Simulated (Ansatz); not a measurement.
Consider the interaction energy of a dimer with the counterpoise correction of BFHI, SMILES FBI (the Ansatz DFT code, driven from Python).

The script, `dimer_bfhi.py`:
```python
# -*- coding: utf-8 -*-
"""Interaction energy of two BFHI molecules, with the counterpoise correction."""

import ansatz

BASIS_SET = "def2-SVP"
FUNCTIONAL = "B3LYP"
DISPERSION = "d3bj"

FIRST = [
    ("F", (-0.2393, 0.9935, -1.0752)),
    ("B", (-0.2468, 0.0569, -0.0267)),
    ("I", (1.6541, -0.7738, 0.6056)),
    ("H", (-1.168, -0.2765, 0.4964)),
]
SECOND = [
    ("F", (1.6884, 2.2615, -1.6109)),
    ("B", (2.1306, 3.233, -0.696)),
    ("I", (0.7734, 4.8491, -0.1965)),
    ("H", (3.1308, 3.2164, -0.2135)),
]

def energy(atoms, ghosts=()):
    molecule = ansatz.Crystal.molecule()
    for symbol, xyz in atoms:
        molecule = molecule.atom(symbol, xyz)
    calc = (
        molecule.calculation()
        .basis(gaussian=BASIS_SET)
        .functional(FUNCTIONAL, dispersion=DISPERSION)
    )
    deck = calc.input()
    if ghosts:
        deck = deck.set(ansatz.key.basis.gaussian.ghost_atoms, [{"symbol": s, "position_ang": list(xyz)} for s, xyz in ghosts])
    return ansatz.Session.from_dict(deck).plan().execute().report["free_energy_ev"]


def main():
    # monomers in their own basis and in the basis of the dimer
    both = energy(FIRST + SECOND)
    alone = energy(FIRST) + energy(SECOND)
    ghosted = energy(FIRST, SECOND) + energy(SECOND, FIRST)
    print(f"dimer {both:.6f} eV")
    print(f"interaction, uncorrected   {(both - alone):8.3f} eV")
    print(f"interaction, counterpoise  {(both - ghosted):8.3f} eV")
    print(f"basis-set superposition    {(alone - ghosted):8.3f} eV")


if __name__ == "__main__":
    main()
```

How large is the interaction at this pose, and how much of it is basis-set superposition?

Uncorrected it is 0.023 eV, with the counterpoise correction 0.099 eV; the difference, 0.08 eV, is the superposition error. In this basis both values are repulsive.

The output:

Running `python dimer_bfhi.py` prints:
```text
dimer -23024.082408 eV
interaction, uncorrected      0.023 eV
interaction, counterpoise     0.099 eV
basis-set superposition       0.075 eV
```

What to keep in mind:
- Total energies depend on the basis set; only differences at equal settings carry meaning.
- The dimer is a generated trial pose of unrelaxed monomers, not a minimum, so the figure is no binding energy, and the basis set is small.
- def2 sets replace the cores of elements past krypton by effective core potentials.
- b3lyp holds the VWN-RPA fit, as in Gaussian; the form of ORCA and Turbomole is b3lyp5.
- Run time: 11 s on 1 thread of Intel(R) Xeon(R) Platinum 8488C (Sapphire Rapids) (shared host), peak memory 0.36 GiB.

(A comment or docstring line of the script was reworded after the run, the code is as it ran; lines on the test bed's own set-up are left out of the output.)
